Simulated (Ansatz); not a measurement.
**Ir: random displacements**

The task, for Ir: see what random moves of the atoms cost.

Computed with Ansatz 0.2.0 (DFT PBEsol, scalar-relativistic, plane waves, PAW, unless a step's input says otherwise).

## (1) Starting point

It takes space group Fm-3m (No. 225, cubic). The conventional cell has a = 3.839 Å, b = 3.839 Å, c = 3.839 Å, α = 90.00°, β = 90.00°, γ = 90.00°. Ir (site symmetry m-3m) has 12 Ir at 2.71 Å in its first shell of neighbours.

Coordinates:

```cif
data_structure
_symmetry_space_group_name_H-M 'Fm-3m'
_symmetry_Int_Tables_number 225
_cell_length_a 3.8394
_cell_length_b 3.8394
_cell_length_c 3.8394
_cell_angle_alpha 90.000
_cell_angle_beta 90.000
_cell_angle_gamma 90.000
_cell_volume 56.60
loop_
_atom_site_label
_atom_site_type_symbol
_atom_site_symmetry_multiplicity
_atom_site_Wyckoff_symbol
_atom_site_fract_x
_atom_site_fract_y
_atom_site_fract_z
_atom_site_occupancy
Ir1 Ir 4 a 0.00000 0.00000 0.00000 1
```

No relaxation comes first: the listed cell is the starting point.

## (2) Zero of energy

The cell is repeated 8 times, 8 atoms in all. Reference values: F = -94392.3072 eV; pressure -2.63 GPa; largest force 0.000 eV/Å; gap on the mesh none (metal). It was computed beforehand with the settings of the runs below.

## (3) Next: random displacements

All atoms are moved at random with no net shift, in some cells together with a random strain.

## (4) rms move = 0.415 Å

The input, input.yaml:

```yaml
crystal:
  lattice:
    - [-3.8839066234, 3.8491689953, 0.0427568561]
    - [-3.960611113, -0.0339476335, 3.9811183691]
    - [-0.0842746068, 3.8076512447, 3.8628961288]
  atoms:
    - { symbol: Ir, position: [0.0499450758, -0.073057111, -0.0225888426] }
    - { symbol: Ir, position: [0.4279352226, 0.0781618956, -0.0010543039] }
    - { symbol: Ir, position: [-0.0118977953, 0.4734301321, 0.0455836814] }
    - { symbol: Ir, position: [0.0426649916, -0.0241018937, 0.389860152] }
    - { symbol: Ir, position: [0.505374858, 0.4937639088, 0.0252079102] }
    - { symbol: Ir, position: [0.4719855836, 0.0651094522, 0.4346038784] }
    - { symbol: Ir, position: [0.0009799815, 0.4892137847, 0.6352747914] }
    - { symbol: Ir, position: [0.5130120822, 0.4974798313, 0.493112733] }
basis:
  ecutwfc: 420
kpoints:
  mp_grid: { grid: [12, 12, 12] }
hamiltonian:
  xc: pbesol
scf:
  occupations: { method: gaussian, width: 0.15 }
output:
  forces: true
  stress: true
  eigenvalues: true
```

Started as:

```bash
$ ansatz run input.yaml --threads 2 --pin off --max-ram 5120MiB --backend cpu --events-out ev --progress --plain --runs-dir out
```

## (5) Point rms move = 0.111 Å

The input, input.yaml:

```yaml
crystal:
  lattice:
    - [-3.8835249105, 3.6891432539, 0.3397310247]
    - [-4.0818915546, 0.1413643805, 4.031467456]
    - [-0.2706387966, 3.758235482, 3.90219304]
  atoms:
    - { symbol: Ir, position: [0.0177190918, -0.004416073, 0.0044706478] }
    - { symbol: Ir, position: [0.5106384941, 0.0062504944, -0.0085562479] }
    - { symbol: Ir, position: [-0.0200531949, 0.5077684356, 0.0033519372] }
    - { symbol: Ir, position: [0.0198826007, 0.0049275365, 0.4857238905] }
    - { symbol: Ir, position: [0.5105023422, 0.4810664102, 0.008417703] }
    - { symbol: Ir, position: [0.5176856704, -0.0263545504, 0.4985920091] }
    - { symbol: Ir, position: [-0.0250721597, 0.5228075948, 0.5066909974] }
    - { symbol: Ir, position: [0.4686971554, 0.5079501517, 0.501309063] }
basis:
  ecutwfc: 420
kpoints:
  mp_grid: { grid: [12, 12, 12] }
hamiltonian:
  xc: pbesol
scf:
  occupations: { method: gaussian, width: 0.15 }
output:
  forces: true
  stress: true
  eigenvalues: true
```

(Steps that only read results are left out.)

Q: Predict the outcome of this session.

As calculated:

```
      quantity                                      value
costliest cell  1212.1 meV/atom at an rms move of 0.415 Å
```

The cost runs from 427.7 to 1212.1 meV/atom. Energy over the square of the rms move lies between 7.0 and 34.9 eV/Å² per atom; a harmonic solid under isotropic random moves would keep it roughly constant, while strain and close contacts change it. Spin-orbit coupling is left out for Ir.
